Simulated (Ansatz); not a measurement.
Runs of Ansatz 0.2.0 on VWC2. The structure is trigonal, space group R-3m (No. 166). The conventional cell has a = 3.034 Å, b = 3.034 Å, c = 14.802 Å, α = 90.00°, β = 90.00°, γ = 120.00°. W (site symmetry -3m) is surrounded by 6 C at 2.17 Å. Around V (site symmetry -3m) lie 6 C at 2.11 Å. C (site symmetry 3m) is surrounded by 3 V at 2.11 Å and 3 W at 2.17 Å. The cell comes from a database or a generator and needn't be the stable form of this composition.

| task | level | spin | cutoff (eV) | points for each segment of the path | atoms under strain | gap on the mesh (eV) | pressure (GPa) | moment (μB) | V0 of scaled cells (Å³/atom) | B0 (GPa) | largest force (eV/Å) |
| --- | --- | --- | --- | --- | --- | --- | --- | --- | --- | --- | --- |
| band structure | PBEsol | non-collinear, ferromagnetic start, SOC | 420 | 14 | - | none | (c) | 0.00 | - | - | (b) |
| band structure | LDA | collinear, ferromagnetic start | 420 | 14 | - | none | -16.8 | 0.00 | - | - | 0.14 |
| equation of state | r2SCAN | collinear, ferromagnetic start | 500 | - | - | - | - | - | 9.70 | (d) | - |
| elastic constants | PBEsol | collinear, ferromagnetic start | 420 | - | relaxed | none | -10.4 | 0.00 | - | - | - |
| phonons | PBEsol | collinear, ferromagnetic start | 420 | - | - | none | - | 0.00 | - | - | - |
| band structure | r2SCAN | collinear, ferromagnetic start | 500 | 14 | - | none | (a) | 0.55 | - | - | 0.23 |
| equation of state | LDA | collinear, ferromagnetic start | 420 | - | - | - | - | - | 9.36 | 378 | - |

Alike in all rows: potentials or basis Ansatz PAW; cell as given; k mesh 10 × 10 × 10; smearing fermi-dirac 0.05 eV.

**Question.** Fill in the values left out.

**Answer.** (a) -4.2; (b) 0.11; (c) -10.7; (d) 330.

Caveats: the PAW data sets come from PBE, with cores solved anew for the run's functional, which leaves a small shift of forces and pressure (some runs); the starting moments weren't kept (some runs); spin-orbit coupling is left out, which moves the levels of the heavy elements (some runs); the magnetic or orbital state may not be the lowest (some runs); the cell was scaled at fixed shape and fractional positions, which overstates the stiffness of a crystal with free parameters, most of all of layers and chains (some runs); the thresholds are loose for stress (some runs); the PAW data sets were made with another functional, which shifts forces and pressure a little (some runs).

A k mesh can miss the band edges, and rows without SOC leave out spin-orbit coupling on W.

A gap of «none» marks a metal or a gap under the smearing width.

Runs at the PBE level aren't shown here.
